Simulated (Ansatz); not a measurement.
Runs of Ansatz 0.2.0 on HfMoC2. Symmetry: P4/mmm, No. 123, tetragonal system. The conventional cell has a = 3.191 Å, b = 3.191 Å, c = 4.485 Å, α = 90.00°, β = 90.00°, γ = 90.00°. Hf (site symmetry 4/mmm) is surrounded by 6 C at 2.24 to 2.26 Å. Mo (site symmetry 4/mmm) has 6 C at 2.24 to 2.26 Å as nearest neighbours. C (site symmetry 4/mmm) is surrounded by 2 Mo at 2.24 Å and 4 Hf at 2.26 Å. Around C (site symmetry 4/mmm) lie 2 Hf at 2.24 Å and 4 Mo at 2.26 Å. The cell comes from a database or a generator and needn't be the stable form of this composition.

```csv
task,level,k mesh,cutoff (eV),points for each segment of the path,mesh quality,gap on the mesh (eV),pressure (GPa)
single point,PBE0,5 × 5 × 4,420,-,coarse,none,(b)
band structure,HSE06,5 × 5 × 4,420,4,coarse,none,-6.8
band structure,r2SCAN,5 × 5 × 4,500,14,coarse,none,-2.8
band structure,PBEsol,5 × 5 × 4,420,14,coarse,none,(c)
band structure,PBEsol,8 × 8 × 6,420,14,not flagged,none,-8.9
band structure,revPBE,5 × 5 × 4,420,14,coarse,none,2.1
single point,r2SCAN0,5 × 5 × 4,500,-,coarse,none,(a)
band structure,BLYP,5 × 5 × 4,420,14,coarse,none,9.1
```

Alike in all rows: potentials or basis Ansatz PAW; no spin polarisation; cell as given; smearing fermi-dirac 0.05 eV.

Problem. Estimate the missing entries.

Solution. (a) -7.7; (b) -7.0; (c) -8.6.

Caveats: some runs use coarse meshes; the PAW data sets come from PBE, with cores solved anew for the run's functional, which leaves a small shift of forces and pressure; spin-orbit coupling is left out, which moves the levels of the heavy elements (some runs); the thresholds are loose for stress (some runs).

A k mesh can miss the band edges, and the runs leave out spin-orbit coupling on Hf, Mo.

A gap of «none» marks a metal or a gap under the smearing width.

Runs at the PBE level aren't shown here.
